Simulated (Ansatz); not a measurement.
# In3Se: a line through an energy map

Aim: follow the energy of In3Se (Pm-3m, No. 221; 4 atoms in the cell) along one coordinate, volume per atom, with the other held at c/a of the conventional cell = 0.980.

Program: Ansatz 0.2.0. Level of theory: DFT PBEsol+D3(BJ), scalar-relativistic, plane waves, PAW. These are calculated values, not measurements.

39 further runs of the same task are left out: 39 set aside as unsound or not needed. Runs told in other sessions of the task aren't counted.

### Step 1. The system as given

The structure is cubic, space group Pm-3m (No. 221). Conventional cell: a = 4.588 Å, b = 4.588 Å, c = 4.588 Å, α = 90.00°, β = 90.00°, γ = 90.00°. In (site symmetry 4/mmm) is surrounded by 8 In at 3.24 Å and 4 Se at 3.24 Å. Around Se (site symmetry m-3m) lie 12 In at 3.24 Å.

As a file:

```cif
data_structure
_symmetry_space_group_name_H-M 'Pm-3m'
_symmetry_Int_Tables_number 221
_cell_length_a 4.5877
_cell_length_b 4.5877
_cell_length_c 4.5877
_cell_angle_alpha 90.000
_cell_angle_beta 90.000
_cell_angle_gamma 90.000
_cell_volume 96.55
loop_
_atom_site_label
_atom_site_type_symbol
_atom_site_symmetry_multiplicity
_atom_site_Wyckoff_symbol
_atom_site_fract_x
_atom_site_fract_y
_atom_site_fract_z
_atom_site_occupancy
In1 In 3 c 0.00000 0.50000 0.50000 1
Se1 Se 1 a 0.00000 0.00000 0.00000 1
```

It goes back to an entry of the Materials Project, which need not be the stable form.

It is the result of an earlier relaxation at this level (volume 24.14 Å³/atom; gap on the mesh: none (metal)).

### Step 2. What is varied

The energy is mapped over volume and the cell's shape.

The axes are (1) volume per atom: 9 values from 22.21 to 26.07 Å³; (2) c/a of the conventional cell: 9 values from 0.923 to 1.083.

Nothing else is relaxed (symmetry fixes all fractional coordinates). Energies count from the relaxed crystal. Points are written as (first, second).

### Step 3. Point (22.21 Å³, 0.980)

Contents of input.yaml:

```yaml
crystal:
  lattice:
    - [4.4917102027, 0.0, 0.0]
    - [0.0, 4.4917102027, 0.0]
    - [0.0, 0.0, 4.4027743407]
  atoms:
    - { symbol: In, position: [0.0, 0.5, 0.5] }
    - { symbol: In, position: [0.5, 0.0, 0.5] }
    - { symbol: In, position: [0.5, 0.5, 0.0] }
    - { symbol: Se, position: [0.0, 0.0, 0.0] }
basis:
  ecutwfc: 420
kpoints:
  mp_grid: { grid: [10, 10, 10] }
hamiltonian:
  xc: pbesol
  pseudopotentials: { kind: paw, azcp: { folder: soft_1 } }
  dispersion: d3bj
scf:
  occupations: { method: gaussian, width: 0.15 }
output:
  forces: true
  stress: true
  eigenvalues: true
```

Started as:

```
$ ansatz run input.yaml --threads 2 --pin off --max-ram 4096MiB --backend cpu --events-out ev --progress --plain --runs-dir out
```

The session goes on with these runs: the other points of the line.

Before running it: what results should come out? Wanted: for each run, volume per atom; energy; slope; pressure.

As calculated:

| volume per atom (Å³) | step | energy (meV/atom) | slope (meV/atom per Å³) | pressure (GPa) |
| --- | --- | --- | --- | --- |
| 22.21 | 3 | 28.3 | −31.9 | 5.1 |
| 22.69 | 4 | 15.2 | −22.5 | 3.6 |
| 23.17 | 5 | 6.5 | −14.0 | 2.2 |
| 23.66 | – | 1.5 | −6.6 | 1.1 |
| 24.14 | 6 | 0.0 | 0.1 | 0.0 |
| 24.62 | 7 | 1.5 | 5.9 | −1.0 |
| 25.10 | 8 | 5.6 | 11.2 | −1.8 |
| 25.59 | 9 | 12.2 | 15.8 | −2.5 |
| 26.07 | 10 | 20.8 | 19.9 | −3.2 |

Energies count from the relaxed crystal. Rows without a step come from runs not printed here or follow by symmetry. Slopes come from the forces (and the stress, where the cell changes), not from differences of energies.

**Reading.** The lowest point computed on the line is at 24.14 Å³, 0.0 meV/atom from the zero. Energies and slopes round the minimum, fitted together, put the minimum at 24.134 Å³, with a curvature of about 13 meV/atom per (Å³)². V·d²E/dV² there is about 50 GPa, a bulk modulus under this line's constraint. The highest point computed, at 22.21 Å³, lies 28.3 meV/atom above the lowest. This is one cut through a surface in two coordinates; it holds the lowest point sampled, which need not be a minimum. The final runs have no spin polarisation, so a magnetic state may lie lower.
